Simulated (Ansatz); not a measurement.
# CH5FGaN: the cost of one run

Program: Ansatz 0.2.0. Level of theory: RKS PBE/def2-mTZVP. These are calculated values, not measurements.

### 1 The structure to begin with

Bond lengths: Ga1–F2 2.127 Å, Ga1–N3 1.817 Å, N3–C4 1.452 Å, Ga1–H6 1.578 Å, C4–H7 1.093 Å, C4–H8 1.092 Å, C4–H9 1.095 Å. Angles: F2–Ga1–N3 74.2°, F2–Ga1–H6 114.4°, N3–Ga1–H6 170.4°, Ga1–N3–C4 134.7°, N3–C4–H7 111.3°, N3–C4–H8 107.2°, N3–C4–H9 113.8°, H7–C4–H8 107.4°, H7–C4–H9 108.9°, H8–C4–H9 108.1°.

Structure file:

```xyz
9

Ga   -1.0745   -0.8599    0.9280
F    -0.6991   -2.1730   -0.7024
N     0.3671   -0.1718    0.0621
C     0.8024    1.1678   -0.2907
H    -0.0081   -1.1778   -0.7386
H    -2.2310   -1.3313    1.8918
H     0.8522    1.8135    0.5903
H     1.8146    1.0828   -0.6910
H     0.1765    1.6496   -1.0495
```

### 2 A restrained relaxation towards end A

Springs on the bonds that form and break draw the guess towards this end; the thresholds are loose.

The input, input.yaml:

```yaml
crystal:
  periodic: [false, false, false]
  atoms:
    - { symbol: Ga, position_ang: [-1.0745, -0.8599, 0.928] }
    - { symbol: F, position_ang: [-0.6991, -2.173, -0.7024] }
    - { symbol: "N", position_ang: [0.3671, -0.1718, 0.0621] }
    - { symbol: C, position_ang: [0.8024, 1.1678, -0.2907] }
    - { symbol: H, position_ang: [-0.0081, -1.1778, -0.7386] }
    - { symbol: H, position_ang: [-2.231, -1.3313, 1.8918] }
    - { symbol: H, position_ang: [0.8522, 1.8135, 0.5903] }
    - { symbol: H, position_ang: [1.8146, 1.0828, -0.691] }
    - { symbol: H, position_ang: [0.1765, 1.6496, -1.0495] }
basis:
  gaussian: { orbitals: def2-mTZVP }
hamiltonian:
  xc: pbe
relax:
  f_tol: 0.15
  max_steps: 25
  restrain:
    - { distance: [4, 1], at: 2.18, k: 30.0 }
    - { distance: [0, 1], at: 1.79, k: 30.0 }
    - { distance: [4, 2], at: 1.02, k: 30.0 }
output:
  orbitals: {}
```

The run is started by

```console
$ ansatz run input.yaml --threads 2 --pin off --max-ram 3072MiB --backend cpu --events-out ev --progress --plain --runs-dir out
```

**Question.** How long does this run take on 2 threads of Intel Xeon Platinum 8488C (Sapphire Rapids), shared host, and how much memory does it need?

About 15 s, with a peak of 0.22 GiB.
